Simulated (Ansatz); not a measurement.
# LaAl2Ag3 (P6/mmm): the equilibrium volume

Aim: the volume at which the pressure of LaAl2Ag3 (P6/mmm) vanishes.

Program: Ansatz 0.2.0. Level of theory: DFT PBEsol, scalar-relativistic, plane waves, PAW. These are calculated values, not measurements.

### 1 The structure to begin with

Symmetry: P6/mmm, No. 191, hexagonal system. The conventional cell has a = 5.583 Å, b = 5.583 Å, c = 4.536 Å, α = 90.00°, β = 90.00°, γ = 120.00°. La (site symmetry 6/mmm) has 6 Al at 3.22 Å and 12 Ag at 3.60 Å in its first shell of neighbours. Al (site symmetry -6m2) is surrounded by 6 Ag at 2.78 Å and 3 La at 3.22 Å and 3 Al at 3.22 Å. Ag (site symmetry mmm) has 4 Al at 2.78 Å and 4 Ag at 2.79 Å in its first shell of neighbours.

As a file:

```xyz
6
Lattice="5.5835 0.0000 0.0000 -2.7917 4.8354 0.0000 0.0000 0.0000 4.5360" Properties=species:S:1:pos:R:3 pbc="T T T"
La    0.0000    0.0000    0.0000
Al    0.0000    3.2236    0.0000
Al    2.7917    1.6118    0.0000
Ag    2.7917    0.0000    2.2680
Ag    1.3959    2.4177    2.2680
Ag   -1.3959    2.4177    2.2680
```

### 2 The first run (PBEsol, 6×6×4 mesh)

input.yaml reads:

```yaml
crystal:
  lattice:
    - [5.5834878, 0.0, 0.0]
    - [-2.7917439, 4.83544228, 0.0]
    - [0.0, 0.0, 4.53601996]
  atoms:
    - { symbol: La, position: [0.0, 0.0, 0.0] }
    - { symbol: Al, position: [0.3333333333, 0.6666666667, 0.0] }
    - { symbol: Al, position: [0.6666666667, 0.3333333333, 0.0] }
    - { symbol: Ag, position: [0.5, 0.0, 0.5] }
    - { symbol: Ag, position: [0.5, 0.5, 0.5] }
    - { symbol: Ag, position: [0.0, 0.5, 0.5] }
basis:
  ecutwfc: 420
kpoints:
  mp_grid: { grid: [6, 6, 4] }
hamiltonian:
  xc: pbesol
scf:
  occupations: { method: gaussian, width: 0.1 }
output:
  forces: true
  stress: true
  eigenvalues: true
```

On the command line:

```sh
$ ansatz run input.yaml --threads 8 --pin off --max-ram 14336MiB --backend cpu --events-out ev --progress --plain --runs-dir out
```

The log of the run, cut to the lines that bear on the results:

```text
Warning: RAYON_NUM_THREADS=8 ignored (pool sized by the plan → 8); use --threads N
[...]
Pseudopotentials: kind: paw
Pseudopotential: La, paw, valence charge 11, recommended cutoff 420 eV (normal), La.paw.azcp
Pseudopotential: Al, paw, valence charge 3, recommended cutoff 420 eV (normal), Al.paw.azcp
Pseudopotential: Ag, paw, valence charge 19, recommended cutoff 420 eV (normal), Ag.paw.azcp
Functional definition: PBEsol
[...]
Crystal: 6 atoms, lattice volume = 122.466 Å³
Basis set: ecut = 420 eV, 2367 PW (Γ), exchange–correlation on 80×80×64 points (8 copies of the dense FFT grid, shifted against one another)
Bands: 45, of which v1, the nominal top of the filled ones, is band 37 counted from 1 (36 counted from 0)
Symmetry: 24 space group operations
Space group: P6/mmm (ITA 191), of the structure as read, at distance tolerance 5.0e-5 Å
k-points: 21 of 144
[...]
SCF iter   1: F=—  HF=-29778.701986 eV  |F-HF|=—  |Δ(HF+E_count)|=         —  Δρ=6.00e-3  dr2=4.86e-2  ethr=1.77e-3  ⟨swp⟩=5.9  Hψ=3263  notcnv=0
[...]
SCF iter   7: F=-29778.689118 eV  HF=-29778.689118 eV  |F-HF|=1.22e-8  |Δ(HF+E_count)|=   5.43e-8  Δρ=4.53e-6  dr2=3.19e-8  ethr=1.35e-10  ⟨swp⟩=8.7  Hψ=4184  notcnv=0
[...]
SCF converged after 7 iterations
Free energy (F): -29778.689118 eV
[...]
E sigma→0 (E₀):  -29778.678862 eV
Entropy (-TS):   -0.020512 eV (-3.419 meV/atom)
Fermi energy:    12.727713 eV
[...]
--- Forces (eV/Å), atoms counted from 1 ---
  atom   1  La    -0.00000000     0.00000000     0.00000000
  atom   2  Al    -0.00000000     0.00000000     0.00000000
  atom   3  Al    -0.00000000    -0.00000000     0.00000000
  atom   4  Ag     0.00000000     0.00000000     0.00000000
  atom   5  Ag    -0.00000000     0.00000000     0.00000000
  atom   6  Ag    -0.00000000     0.00000000     0.00000000
[...]
--- Stress (GPa, compression-positive) ---
       -0.971950      -0.000000       0.000000
       -0.000000      -0.971950       0.000000
        0.000000       0.000000      -7.834568
  P = ⅓ Tr σ = -3.2595 GPa (-32.595 kbar)
--- Band table (eV; the first three rows and the last of 21) ---
[...]
```

Run time: 1.3 s. Hardware: 8 threads of Arm Neoverse V1, shared host; peak memory 0.62 GiB.

In short: volume 20.411 Å³/atom, pressure -3.26 GPa, a metal on this mesh.

(Part 1 of 2 ends here.)
